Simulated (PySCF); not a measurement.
# C2H5ClO2Si: the cost of one run

The runs use PySCF 2.14.0, with density-fitted response routines of our own; the level of theory stands in each step. All values are computed, except where a source is named. Atoms are numbered from 0 throughout.

## (1) The molecule as given

11 atoms, charge 0, multiplicity 1; geometry from: GFN2-xTB. The atoms were then displaced at random by about 0.01 Å, so the start is not that level's minimum.

Bonds of the start (Å): C0–C1 1.48, C1–O2 1.20, C1–O3 1.36, O3–Si4 1.63, Si4–Cl5 1.99, C0–H6 1.11, C0–H7 1.06, C0–H8 1.11, Si4–H9 1.43, Si4–H10 1.46.

## (2) Optimising the geometry at PBE0-D3(BJ)/def2-SVP

What the job is given:

```
{"job": {"xc": "PBE0", "basis": "def2-SVP", "d3": "d3bj", "grid": 1, "shake": 0.01, "kind": "geom"}, "charge": 0, "multiplicity": 1}
C     -1.888440     0.101450     0.470070
C     -0.626850     0.349090    -0.270230
O     -0.501350     1.036190    -1.250780
O      0.434420    -0.302080     0.279820
Si     1.947870    -0.259930    -0.311450
Cl     2.876260    -1.438150     0.997930
H     -2.700710     0.676990    -0.015230
H     -2.120490    -0.931400     0.467380
H     -1.797730     0.456960     1.517400
H      1.973680    -0.821210    -1.629820
H      2.441480     1.106270    -0.206380
```

Started as:

```sh
$ OMP_NUM_THREADS=1 python probes_run.py task.json out
```

The driver reads the jobs from task.json and runs them one after another.

**Question.** How long does this first job take on 1 thread of Arm Neoverse V2, shared host, and how much memory does it need?

About 51 s, with a peak of 0.5 GiB.
